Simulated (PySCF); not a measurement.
**[PrBr2]2+: other functionals and bases at one geometry**

Aim: see how levels, charges and forces of [PrBr2]2+ depend on the level of theory. The species was built from a template and needn't be a known compound.

Program: PySCF 2.14.0. Level of theory: several levels, as the steps say, no spin–orbit coupling. These are calculated values, not measurements.

1 further run of the same task is left out (for a known fault of the program).

## 1. Starting geometry

3 atoms, charge 2, spin multiplicity 1.

Bond lengths: Pr1–Br2 2.476 Å, Pr1–Br3 2.476 Å. Angles: Br2–Pr1–Br3 100.9°.

As a file:

| atom | x (Å) | y (Å) | z (Å) |
| --- | --- | --- | --- |
| Pr1 | 0.0000 | 0.0000 | -0.8980 |
| Br2 | 1.9090 | 0.0000 | 0.6788 |
| Br3 | -1.9090 | 0.0000 | 0.6788 |

Formal oxidation states: Pr +4. Each metal's 1 4f electrons lie in its core potential, so multiplicities, spins and levels count the valence alone. An earlier session relaxed this geometry at PBE0, Pr lcecp-2-SVP with ECP47, Br def2-SVP (singlet, point group C2v).

At PBE0 on the finer grid: E = -5185.726615 Eh, frontier levels not given, since the 4f levels lie in the core, Mulliken charge on Pr1 +1.61 e, largest force component 0.014 eV/Å. 

Levels to run: TPSS; TPSSh; PBE0, TZVP. Hardware: 2 threads of Arm Neoverse V2, shared host.

## 2. TPSS

run.py (the lines that set the calculation)

```python
mol = gto.M(atom='''
Pr     0.00000     0.00000    -0.89801
Br     1.90903     0.00000     0.67879
Br    -1.90903     0.00000     0.67879''',
    basis={'Pr': 'lcecp-2-SVP', 'Br': 'def2-SVP'},
    ecp={'Pr': 'lcecp-2-SVP'},
    charge=2, spin=0)
mf = dft.RKS(mol, xc='TPSS')
mf.grids.atom_grid = (75, 302)  # f atoms: unpruned, at least (60, 302)
mf = mf.density_fit()  # fitting sets: Pr AutoAux, Br def2-universal-JKFIT
mf.conv_tol = 1e-08; mf.max_cycle = 55
mf.kernel(dm0)  # dm0: the density of the relaxed state
```

Started as:

```
$ OMP_NUM_THREADS=2 python run.py
```

## 3. TPSSh

Edit run.py (the lines that set the calculation) of step 2 so:

```diff
@@ -7,3 +7,3 @@
     charge=2, spin=0)
-mf = dft.RKS(mol, xc='TPSS')
+mf = dft.RKS(mol, xc='TPSSH')
 mf.grids.atom_grid = (75, 302)  # f atoms: unpruned, at least (60, 302)
```

## 4. PBE0, TZVP

Basis: Pr lcecp-2-TZVP with ECP47, Br def2-TZVP. 

run.py (the lines that set the calculation)

```python
mol = gto.M(atom='''
Pr     0.00000     0.00000    -0.89801
Br     1.90903     0.00000     0.67879
Br    -1.90903     0.00000     0.67879''',
    basis={'Pr': 'lcecp-2-TZVP', 'Br': 'def2-TZVP'},
    ecp={'Pr': 'lcecp-2-TZVP'},
    charge=2, spin=0)
mf = dft.RKS(mol, xc='PBE0')
mf.grids.atom_grid = (75, 302)  # f atoms: unpruned, at least (60, 302)
mf = mf.density_fit()  # fitting sets: Pr AutoAux, Br def2-universal-JKFIT
mf.conv_tol = 1e-08; mf.max_cycle = 55
mf.kernel(dm0)  # dm0: free metal ions and neutral atoms
```

Before running it: what results should come out? Wanted: for each run, charge on Pr1; dipole; largest force.

The runs gave:

| level | state | charge on Pr1 (e) | dipole (D) | largest force (eV/Å) | basis functions | time |
| --- | --- | --- | --- | --- | --- | --- |
| PBE0 (relaxed here) | singlet | 1.61 | 6.52 | 0.01 | 94 | 16 s |
| TPSS | singlet | 1.57 | 6.20 | 0.68 | 94 | 7.1 s |
| TPSSh | singlet | 1.61 | 6.43 | 0.43 | 94 | 7.3 s |
| PBE0, TZVP | singlet | 1.81 | 6.48 | 0.06 | 143 | 13 s |

Times are on 2 threads of Arm Neoverse V2, shared host; the first row also made further properties. The dipole of a charged species depends on the origin, so these sizes hold for this origin alone.

The largest leftover force, 0.68 eV/Å with TPSS, stands at a geometry relaxed at another level. The Mulliken charge on Pr spans +1.57 to +1.81 e over the levels. With 4f in the core, its levels are missing from HOMO and gap. Total energies of different levels can't be compared. Spin–orbit coupling is left out throughout.
